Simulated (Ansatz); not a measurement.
# FH5OSi2: the cost of one run

All numbers below are computed with Ansatz 0.2.0 (RKS revPBE-D4/def2-SVP).

## Step 1: The system as given

Bond lengths: Si1–O2 1.680 Å, O2–Si3 1.680 Å, Si3–H4 1.460 Å, Si3–H5 1.460 Å, Si3–H6 1.460 Å, Si1–H7 1.460 Å, Si1–F8 1.589 Å, Si1–H9 1.459 Å. Angles: Si1–O2–Si3 125.0°, O2–Si1–H7 109.5°, O2–Si1–F8 109.5°, O2–Si1–H9 109.5°, H7–Si1–F8 109.5°, H7–Si1–H9 109.5°, F8–Si1–H9 109.5°, O2–Si3–H4 109.5°, O2–Si3–H5 109.5°, O2–Si3–H6 109.5°, H4–Si3–H5 109.4°, H4–Si3–H6 109.4°, H5–Si3–H6 109.4°.

Structure file:

```xyz
9

Si    0.0000    0.0000    0.0000
O     0.0000    0.0000    1.6800
Si   -1.3147   -0.4067    2.6436
H    -2.2390   -1.2403    1.8804
H    -0.8506   -1.1432    3.8157
H    -1.9987    0.8095    3.0733
H     1.3768    0.0000   -0.4862
F    -0.7489    1.2974   -0.5295
H    -0.6877   -1.1914   -0.4862
```

## Step 2: Relaxing the start

Contents of input.yaml:

```yaml
crystal:
  periodic: [false, false, false]
  atoms:
    - { symbol: Si, position_ang: [0.0, 0.0, 0.0] }
    - { symbol: O, position_ang: [0.0, 0.0, 1.68] }
    - { symbol: Si, position_ang: [-1.3147, -0.4067, 2.6436] }
    - { symbol: H, position_ang: [-2.239, -1.2403, 1.8804] }
    - { symbol: H, position_ang: [-0.8506, -1.1432, 3.8157] }
    - { symbol: H, position_ang: [-1.9987, 0.8095, 3.0733] }
    - { symbol: H, position_ang: [1.3768, 0.0, -0.4862] }
    - { symbol: F, position_ang: [-0.7489, 1.2974, -0.5295] }
    - { symbol: H, position_ang: [-0.6877, -1.1914, -0.4862] }
basis:
  gaussian: { orbitals: def2-SVP }
hamiltonian:
  xc: revpbe
  dispersion: d4
relax:
  f_tol: 0.02
  max_steps: 40
```

Started as:

```bash
ansatz run input.yaml --threads 1 --pin off --max-ram 2048MiB --backend cpu --events-out ev --progress --plain --runs-dir out
```

What time and memory should one allow on 1 thread of Arm Neoverse V1, shared host?

About 21 s, with a peak of 0.12 GiB.
